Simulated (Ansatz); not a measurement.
# LiIn, space group Fd-3m: a comparison of functionals at one structure

Computed with Ansatz 0.2.0, Python API.

The cells in order, each with its output:

```python
import csv

import ansatz
import numpy as np
```

```python
vectors = np.array([
    [0.0, 3.393, 3.393],
    [3.393, 0.0, 3.393],
    [3.393, 3.393, 0.0],
])
cell = (
    ansatz.Lattice.of(vectors)
    .atom('Li', (0.5, 0.5, 0.5))
    .atom('Li', (0.75, 0.75, 0.75))
    .atom('In', (0.0, 0.0, 0.0))
    .atom('In', (0.25, 0.25, 0.25))
)
```

```python
cell.resolved().tree()['lattice']
```

    ((0.0, 3.393, 3.393), (3.393, 0.0, 3.393), (3.393, 3.393, 0.0))

```python
calculation = cell.calculation()
calculation = calculation.kpoints(7).occupations('cold', width=0.05)
```

```python
rows = []
for value in ['lda', 'blyp', 'pbesol']:
    report = calculation.functional(value).run(threads=1, pin='off').report
    rows.append((value, report['free_energy_ev'] / len(report['lattice']['sites']), report['n_iterations'], report['n_kpoints']))
```

    DeckWarning: basis.ecutwfc = 420 eV, auto-derived from the records' recommended cutoffs: set by Li (normal level)

```python
with open('xc.csv', 'w', newline='') as handle:
    writer = csv.writer(handle)
    writer.writerow(['functional', 'F/atom (eV)', 'iterations', 'k-points'])
    writer.writerows([round(v, 5) if isinstance(v, float) else v for v in row] for row in rows)
print(open('xc.csv').read())
```

    functional,F/atom (eV),iterations,k-points
    lda,-2829.73265,6,20
    blyp,-2909.62144,6,20
    pbesol,-2864.4977,5,20

Reading the output:
- BLYP can be off by several per cent in the lattices of metals, and by several GPa in the pressure at a fixed cell.
- The mesh is modest for a metal, so energies can be off by several to tens of meV an atom and pressures by half a GPa or more; differences at equal mesh fare better.
- The structure is a deposited one; some such entries were measured under pressure or heat, so a shift against it needn't be the functional's error alone.
- Warnings are shown shortened and without file and line.
- Total energies of different functionals can't be compared; pressures, moments and gaps at this one structure can.
- Wall time of the script: 6 s on 1 thread of Intel(R) Xeon(R) Platinum 8259CL CPU @ 2.50GHz (Skylake/Cascade Lake) (shared host), peak memory 0.44 GiB.
